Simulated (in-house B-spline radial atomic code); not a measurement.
**Ru⁺: ionisation energy by several methods**

How far do functionals differ on the ionisation energy of Ru⁺? Each run solves Ru⁺ and then the next ion ([Kr] 4d6).

The numbers are computed with in-house B-spline radial atomic code version 1 (scalar-relativistic (X2C), several functionals, spin-polarised; spherical all-electron atom at the radial basis limit), except any that are marked as measured or tabulated.

## Step 1: The atom as given

```
element       : ruthenium (Z = 44)
charge        : +1
electrons     : 43
configuration : [Kr] 4d7
nucleus       : Fermi, rms radius 4.481 fm
```

The outer shells:

[Kr] 4d7
```
[Kr] core
4d [↑↓][↑↓][↑ ][↑ ][↑ ]
```

Where spins are not typed, each open shell is filled with up spins first.

## Step 2: TPSS

Input settings:

```ini
Z = 44
electrons = 43.0
configuration = [Kr] 4d7
hamiltonian = x2c
method = tpss,tpss
spin_polarised = True
nucleus = fermi
rms_radius = 4.4809
mass_number = 102
atomic_mass = 101.904340312
speed_of_light = 137.035999084
```

Results of the run (chosen fields of its result record, rounded):

```text
{
  "status": "converged",
  "scf [iteration, energy, orbital gradient]": [
    [1, -4529.90086306, 0.0658],
    [2, -4529.90393147, 0.00186],
    [3, -4529.90396568, 0.000611],
    [4, -4529.90396823, 0.000184],
    [5, -4529.90396846, 5.07e-05],
    [6, -4529.90396849, 1.86e-05],
    [7, -4529.9039685, 1.38e-05],
    [8, -4529.90396851, 9.71e-07],
    [9, -4529.90396851, 8.18e-08]
  ],
  "energy [hartree]": {"total": -4529.90396851, "kinetic": 4713.80873902, "nuclear": -10947.9007565, "coulomb": 1838.63448249, "xc": -134.446433522},
  "orbitals [hartree, bohr; first row names the columns]": [
    ["name", "occ", "eps", "<r>", "<r^2>", "<1/r>", "r_max"],
    ["1s up", 1.0, -806.11091, 0.032906, 0.0014729, 47.531, 0.021102],
    ["1s down", 1.0, -806.11136, 0.032906, 0.0014729, 47.531, 0.021102],
    ["2s up", 1.0, -116.17114, 0.14515, 0.024901, 10.678, 0.12272],
    ["2s down", 1.0, -116.15832, 0.14514, 0.024898, 10.679, 0.12272],
    ["2p up", 3.0, -104.03373, 0.12672, 0.019631, 10.09, 0.097965],
    ["2p down", 3.0, -104.02369, 0.12671, 0.019628, 10.091, 0.097959],
    ["3s up", 1.0, -20.740853, 0.40208, 0.1852, 3.6592, 0.36129],
    ["3s down", 1.0, -20.735075, 0.4021, 0.18521, 3.6583, 0.36135],
    ["3p up", 3.0, -16.734876, 0.40268, 0.18861, 3.4348, 0.35462],
    ["3p down", 3.0, -16.727446, 0.40268, 0.18858, 3.4341, 0.35469],
    ["3d up", 5.0, -10.294392, 0.38444, 0.17703, 3.1924, 0.30131],
    ["3d down", 5.0, -10.280946, 0.38439, 0.17692, 3.1921, 0.30145],
    ["4s up", 1.0, -3.1216986, 1.0238, 1.1882, 1.3449, 0.9177],
    ["4s down", 1.0, -3.0522482, 1.0203, 1.1802, 1.3518, 0.91451],
    ["4p up", 3.0, -2.0198599, 1.1326, 1.471, 1.1909, 0.98563],
    ["4p down", 3.0, -1.9431395, 1.1291, 1.4631, 1.1968, 0.98086],
    ["4d up", 5.0, -0.48747598, 1.6208, 3.2022, 0.83263, 1.208],
    ["4d down", 2.0, -0.40966019, 1.6653, 3.4304, 0.81971, 1.2101]
  ],
  "sum_r [bohr^k]": {"-1": 252.4721, "1": 28.44479, "2": 37.48479},
  "radius_at_0.001 [bohr]": 3.807,
  "radius_enclosing [bohr]": {"0.5": 0.4086, "0.9": 1.537, "0.99": 2.942},
  "slater [hartree]": {
    "F0(4p up,4p up)": 0.79526,
    "F2(4p up,4p up)": 0.41733,
    "F0(4p up,4p down)": 0.79651,
    "F2(4p up,4p down)": 0.41766,
    "F0(4p up,4d up)": 0.65256,
    "F2(4p up,4d up)": 0.31179,
    "G1(4p up,4d up)": 0.38623,
    "G3(4p up,4d up)": 0.23423,
    "F0(4p up,4d down)": 0.64383,
    "F2(4p up,4d down)": 0.30484,
    "F0(4p down,4p down)": 0.79777,
    "F2(4p down,4p down)": 0.41801,
    "F0(4p down,4d up)": 0.65322,
    "F2(4p down,4d up)": 0.3115,
    "F0(4p down,4d down)": 0.64447,
    "F2(4p down,4d down)": 0.30455,
    "G1(4p down,4d down)": 0.37603,
    "G3(4p down,4d down)": 0.22762,
    "F0(4d up,4d up)": 0.56334,
    "F2(4d up,4d up)": 0.27585,
    "F4(4d up,4d up)": 0.17823,
    "F0(4d up,4d down)": 0.55687,
    "F2(4d up,4d down)": 0.27114,
    "F4(4d up,4d down)": 0.17481,
    "F0(4d down,4d down)": 0.55054,
    "F2(4d down,4d down)": 0.26662,
    "F4(4d down,4d down)": 0.17154
  },
  "ionisation_energy [hartree]": 0.60544144
}
```

It took 0.45 s on 1 thread, shared host.

The run also solves the next ion with the same method; the record keeps the difference, ionisation_energy. radius_at_0.001 is where the density falls to 0.001 electrons per bohr³. Meta-GGA runs start from a PBE run whose iterations are not counted.

Radial density 4πr²n(r) and radial functions P(r) = rR(r):

| r (bohr) | 4πr²n | 4p down | 4d down |
| --- | --- | --- | --- |
| 0.00278 | 7.079 | 0.0040 | 0.0000 |
| 0.00416 | 12.81 | 0.0080 | 0.0001 |
| 0.00622 | 21.92 | 0.0161 | 0.0002 |
| 0.00930 | 34.51 | 0.0319 | 0.0005 |
| 0.0139 | 47.97 | 0.0617 | 0.0015 |
| 0.0208 | 55.96 | 0.1141 | 0.0044 |
| 0.0311 | 53.00 | 0.1958 | 0.0126 |
| 0.0465 | 47.27 | 0.2978 | 0.0335 |
| 0.0696 | 57.16 | 0.3679 | 0.0814 |
| 0.104 | 69.81 | 0.2919 | 0.1726 |
| 0.156 | 53.67 | -0.0333 | 0.3024 |
| 0.233 | 46.43 | -0.4609 | 0.3930 |
| 0.348 | 53.28 | -0.5077 | 0.2934 |
| 0.521 | 25.67 | 0.1378 | -0.0867 |
| 0.779 | 13.40 | 0.9211 | -0.5749 |
| 1.17 | 12.73 | 0.9947 | -0.8136 |
| 1.74 | 5.243 | 0.5088 | -0.6903 |
| 2.61 | 1.198 | 0.1232 | -0.4034 |
| 3.90 | 0.1575 | 0.0123 | -0.1637 |
| 5.83 | 0.007187 | 0.0003 | -0.0389 |

Clear maxima of the radial density (full grid of the record): 0.021, 0.10, 0.35, 0.95 bohr.

X-ray form factor of the spherical density:

```
sinθ/λ (1/Å)  f (electrons)
           0         43.000
         0.1         40.503
         0.2         35.180
         0.3         29.920
         0.4         25.764
         0.6         20.394
         0.8         16.910
           1         13.966
         1.4          9.340
         1.8          6.812
         2.5          5.047
           4          2.842
           6          1.480
```

## Step 3: BP86

The settings differ from step 2 so:

```diff
@@ -4,3 +4,3 @@
 hamiltonian = x2c
-method = tpss,tpss
+method = b88,p86
 spin_polarised = True
```

From the record:

```text
{
  "status": "converged",
  "scf [iteration, energy, orbital gradient]": [
    [1, -4523.79850736, 0.437],
    [2, -4525.68115644, 0.349],
    [3, -4530.46606909, 0.0631],
    [4, -4530.61782843, 0.0224],
    [5, -4530.63215672, 0.0101],
    [6, -4530.63363473, 0.00105],
    [7, -4530.63364248, 0.000297],
    [8, -4530.63364457, 0.0002],
    [9, -4530.63364655, 2.56e-06],
    [10, -4530.63364655, 3.29e-07]
  ],
  "energy [hartree]": {"total": -4530.63364655, "kinetic": 4714.69963962, "nuclear": -10949.0489575, "coulomb": 1838.89452047, "xc": -135.178849097},
  "orbitals [hartree, bohr; first row names the columns]": [
    ["name", "occ", "eps", "<r>"],
    ["1s up", 1.0, -805.35591, 0.032916],
    ["1s down", 1.0, -805.35613, 0.032916],
    ["2s up", 1.0, -116.0403, 0.14524],
    ["2s down", 1.0, -116.02607, 0.14523],
    ["2p up", 3.0, -103.99074, 0.12673],
    ["2p down", 3.0, -103.98004, 0.12672],
    ["3s up", 1.0, -20.661056, 0.40256],
    ["3s down", 1.0, -20.653729, 0.40254],
    ["3p up", 3.0, -16.697565, 0.4029],
    ["3p down", 3.0, -16.689254, 0.40286],
    ["3d up", 5.0, -10.304933, 0.38426],
    ["3d down", 5.0, -10.292, 0.38419],
    ["4s up", 1.0, -3.1064923, 1.0208],
    ["4s down", 1.0, -3.0410971, 1.018],
    ["4p up", 3.0, -2.0106393, 1.1305],
    ["4p down", 3.0, -1.9407919, 1.1278],
    ["4d up", 5.0, -0.49403807, 1.6274],
    ["4d down", 2.0, -0.42453947, 1.6649]
  ],
  "sum_r [bohr^k]": {"-1": 252.4998, "1": 28.46153, "2": 37.55391},
  "ionisation_energy [hartree]": 0.620435319
}
```

Run time: 0.27 s. Hardware: 1 thread, shared host.

## Step 4: AM05

The settings differ from step 3 so:

```diff
@@ -4,3 +4,3 @@
 hamiltonian = x2c
-method = b88,p86
+method = am05
 spin_polarised = True
```

From the record:

```text
{
  "status": "converged",
  "scf [iteration, energy, orbital gradient]": [
    [1, -4518.48511147, 0.347],
    [2, -4520.3180922, 0.353],
    [3, -4525.12437028, 0.0647],
    [4, -4525.27160584, 0.0223],
    [5, -4525.28513989, 0.0105],
    [6, -4525.2866978, 0.000955],
    [7, -4525.28670822, 0.000108],
    [8, -4525.28670785, 0.000123],
    [9, -4525.28670863, 1.86e-06],
    [10, -4525.28670863, 2.26e-07]
  ],
  "energy [hartree]": {"total": -4525.28670863, "kinetic": 4707.77673643, "nuclear": -10941.6458803, "coulomb": 1838.34398008, "xc": -129.761544804},
  "orbitals [hartree, bohr; first row names the columns]": [
    ["name", "occ", "eps", "<r>"],
    ["1s up", 1.0, -804.12876, 0.03295],
    ["1s down", 1.0, -804.12876, 0.03295],
    ["2s up", 1.0, -115.88618, 0.14539],
    ["2s down", 1.0, -115.8718, 0.14538],
    ["2p up", 3.0, -103.90207, 0.12681],
    ["2p down", 3.0, -103.89103, 0.12681],
    ["3s up", 1.0, -20.61153, 0.40313],
    ["3s down", 1.0, -20.60243, 0.40307],
    ["3p up", 3.0, -16.669437, 0.40332],
    ["3p down", 3.0, -16.659261, 0.40322],
    ["3d up", 5.0, -10.298946, 0.38442],
    ["3d down", 5.0, -10.284465, 0.38427],
    ["4s up", 1.0, -3.09584, 1.021],
    ["4s down", 1.0, -3.030334, 1.0186],
    ["4p up", 3.0, -2.0029714, 1.1307],
    ["4p down", 3.0, -1.9337672, 1.128],
    ["4d up", 5.0, -0.48896298, 1.6257],
    ["4d down", 2.0, -0.41940367, 1.6637]
  ],
  "sum_r [bohr^k]": {"-1": 252.3208, "1": 28.45875, "2": 37.53869},
  "ionisation_energy [hartree]": 0.61591652
}
```

It took 0.3 s on 1 thread, shared host.

## Step 5: M06-L

The settings differ from step 4 so:

```diff
@@ -4,3 +4,3 @@
 hamiltonian = x2c
-method = am05
+method = m06l
 spin_polarised = True
```

From the record:

```text
{
  "status": "converged",
  "warnings": ["states collapsed into the nucleus by a negative tau potential were left out of the aufbau"],
  "scf [iteration, energy, orbital gradient]": [
    [1, -4529.94000809, 0.183],
    [2, -4529.96882717, 0.00759],
    [3, -4529.96990455, 0.00305],
    [4, -4529.9699732, 0.00149],
    [5, -4529.9699957, 0.000232],
    [6, -4529.96999651, 0.000247],
    [7, -4529.96999922, 6.54e-05],
    [8, -4529.96999933, 1.34e-05],
    [9, -4529.96999935, 2.16e-06],
    [10, -4529.96999935, 5.69e-07],
    [11, -4529.96999935, 1.21e-07]
  ],
  "energy [hartree]": {"total": -4529.96999935, "kinetic": 4713.82701596, "nuclear": -10949.1287398, "coulomb": 1839.95424178, "xc": -134.622517289},
  "orbitals [hartree, bohr; first row names the columns]": [
    ["name", "occ", "eps", "<r>"],
    ["1s up", 1.0, -806.64656, 0.032924],
    ["1s down", 1.0, -806.64673, 0.032924],
    ["2s up", 1.0, -116.8196, 0.14504],
    ["2s down", 1.0, -116.80109, 0.14503],
    ["2p up", 3.0, -104.5127, 0.12676],
    ["2p down", 3.0, -104.49876, 0.12674],
    ["3s up", 1.0, -21.048309, 0.40056],
    ["3s down", 1.0, -21.039232, 0.4006],
    ["3p up", 3.0, -16.946943, 0.40159],
    ["3p down", 3.0, -16.936301, 0.40158],
    ["3d up", 5.0, -10.393068, 0.38386],
    ["3d down", 5.0, -10.375401, 0.38377],
    ["4s up", 1.0, -3.1934697, 1.0278],
    ["4s down", 1.0, -3.0981207, 1.0235],
    ["4p up", 3.0, -2.0661785, 1.1343],
    ["4p down", 3.0, -1.9641658, 1.1312],
    ["4d up", 5.0, -0.48768861, 1.5939],
    ["4d down", 2.0, -0.39453679, 1.6684]
  ],
  "sum_r [bohr^k]": {"-1": 252.5009, "1": 28.3195, "2": 36.81746},
  "ionisation_energy [hartree]": 0.589464445
}
```

It took 2.7 s on 1 thread, shared host.

## Step 6: PW91

The settings differ from step 5 so:

```diff
@@ -4,3 +4,3 @@
 hamiltonian = x2c
-method = m06l
+method = pw91,pw91
 spin_polarised = True
```

From the record:

```text
{
  "status": "converged",
  "scf [iteration, energy, orbital gradient]": [
    [1, -4523.60045137, 0.428],
    [2, -4525.47238861, 0.348],
    [3, -4530.29418124, 0.0607],
    [4, -4530.43289412, 0.0218],
    [5, -4530.44527039, 0.0102],
    [6, -4530.44683816, 0.000845],
    [7, -4530.44685094, 2.15e-05],
    [8, -4530.44685099, 3.48e-06],
    [9, -4530.44685099, 3.4e-06],
    [10, -4530.44685099, 8.56e-07],
    [11, -4530.44685099, 2.98e-08]
  ],
  "energy [hartree]": {"total": -4530.44685099, "kinetic": 4714.46192677, "nuclear": -10948.9147776, "coulomb": 1839.00063494, "xc": -134.994635131},
  "orbitals [hartree, bohr; first row names the columns]": [
    ["name", "occ", "eps", "<r>"],
    ["1s up", 1.0, -805.29093, 0.032919],
    ["1s down", 1.0, -805.29116, 0.032919],
    ["2s up", 1.0, -116.03161, 0.14525],
    ["2s down", 1.0, -116.01723, 0.14524],
    ["2p up", 3.0, -103.99264, 0.12673],
    ["2p down", 3.0, -103.98181, 0.12672],
    ["3s up", 1.0, -20.654931, 0.4026],
    ["3s down", 1.0, -20.647323, 0.40258],
    ["3p up", 3.0, -16.694283, 0.40291],
    ["3p down", 3.0, -16.685689, 0.40287],
    ["3d up", 5.0, -10.303171, 0.38425],
    ["3d down", 5.0, -10.289952, 0.38417],
    ["4s up", 1.0, -3.1050694, 1.021],
    ["4s down", 1.0, -3.03774, 1.018],
    ["4p up", 3.0, -2.0099697, 1.1305],
    ["4p down", 3.0, -1.9379602, 1.1276],
    ["4d up", 5.0, -0.4929025, 1.6271],
    ["4d down", 2.0, -0.42107082, 1.6677]
  ],
  "sum_r [bohr^k]": {"-1": 252.496, "1": 28.46542, "2": 37.61956},
  "ionisation_energy [hartree]": 0.617256856
}
```

Run time: 0.27 s. Hardware: 1 thread, shared host.

## Step 7: PBE

The settings differ from step 6 so:

```diff
@@ -4,3 +4,3 @@
 hamiltonian = x2c
-method = pw91,pw91
+method = pbe,pbe
 spin_polarised = True
```

From the record:

```text
{
  "status": "converged",
  "scf [iteration, energy, orbital gradient]": [
    [1, -4522.86737638, 0.43],
    [2, -4524.75620612, 0.346],
    [3, -4529.53510005, 0.0602],
    [4, -4529.67829742, 0.0216],
    [5, -4529.69089488, 0.0101],
    [6, -4529.6923747, 0.000839],
    [7, -4529.69238522, 3.99e-05],
    [8, -4529.69238521, 2.74e-05],
    [9, -4529.69238523, 1.14e-05],
    [10, -4529.69238524, 4.36e-07]
  ],
  "energy [hartree]": {"total": -4529.69238524, "kinetic": 4713.72216481, "nuclear": -10947.9331335, "coulomb": 1838.74671751, "xc": -134.22813408},
  "orbitals [hartree, bohr; first row names the columns]": [
    ["name", "occ", "eps", "<r>"],
    ["1s up", 1.0, -805.1741, 0.03292],
    ["1s down", 1.0, -805.17437, 0.03292],
    ["2s up", 1.0, -116.01124, 0.14525],
    ["2s down", 1.0, -115.99676, 0.14524],
    ["2p up", 3.0, -103.96214, 0.12674],
    ["2p down", 3.0, -103.95133, 0.12673],
    ["3s up", 1.0, -20.652319, 0.40254],
    ["3s down", 1.0, -20.645092, 0.40252],
    ["3p up", 3.0, -16.688468, 0.40289],
    ["3p down", 3.0, -16.680207, 0.40284],
    ["3d up", 5.0, -10.296428, 0.38424],
    ["3d down", 5.0, -10.283324, 0.38417],
    ["4s up", 1.0, -3.1022768, 1.0215],
    ["4s down", 1.0, -3.0343124, 1.0184],
    ["4p up", 3.0, -2.0075429, 1.1309],
    ["4p down", 3.0, -1.9346915, 1.1279],
    ["4d up", 5.0, -0.49074844, 1.6265],
    ["4d down", 2.0, -0.41831923, 1.6689]
  ],
  "sum_r [bohr^k]": {"-1": 252.4736, "1": 28.46826, "2": 37.61547},
  "ionisation_energy [hartree]": 0.614330297
}
```

Wall time 0.28 s (1 thread, shared host).

## Step 8: All methods side by side

| method | rung | total energy (hartree) | ΔSCF (eV) | −ε highest (eV) | ΔSCF less tabulated (eV) |
| --- | --- | --- | --- | --- | --- |
| BP86 | GGA | -4530.6336 | 16.883 | 11.552 (4d down) | +0.123 |
| AM05 | GGA | -4525.2867 | 16.760 | 11.413 (4d down) | -0.000 |
| PW91 | GGA | -4530.4469 | 16.796 | 11.458 (4d down) | +0.036 |
| PBE | GGA | -4529.6924 | 16.717 | 11.383 (4d down) | -0.043 |
| TPSS | meta-GGA | -4529.9040 | 16.475 | 11.147 (4d down) | -0.285 |
| M06-L | meta-GGA | -4529.9700 | 16.040 | 10.736 (4d down) | -0.720 |

What this shows: Against the tabulated ionisation energy, 16.76 ± 0.06 eV (semi-empirical; NIST Atomic Spectra Database), the best here is AM05 (-0.000 eV) and the worst M06-L (-0.720 eV, or 4.3 %). Relativistic terms that these runs lack can be as large as the gaps between close methods, so the nearest may be so by luck. PBE is off by -0.043 eV. Spin-orbit coupling is left out. Open shells are averaged (over orientations, and over spins where the run is restricted), while tables refer to the lowest levels. For the semilocal functionals minus the highest level recovers only 67 to 68 % of their own ΔSCF value, a mark of self-interaction.

What each method cost (CPU seconds, one thread, shared host; runs marked * also made radial tables):

| method | CPU time | miss (eV) |
| --- | --- | --- |
| BP86* | 0.27 s | +0.123 |
| PW91 | 0.27 s | +0.036 |
| PBE | 0.28 s | -0.043 |
| AM05* | 0.3 s | -0.000 |
| TPSS* | 0.44 s | -0.285 |
| M06-L* | 2.7 s | -0.720 |
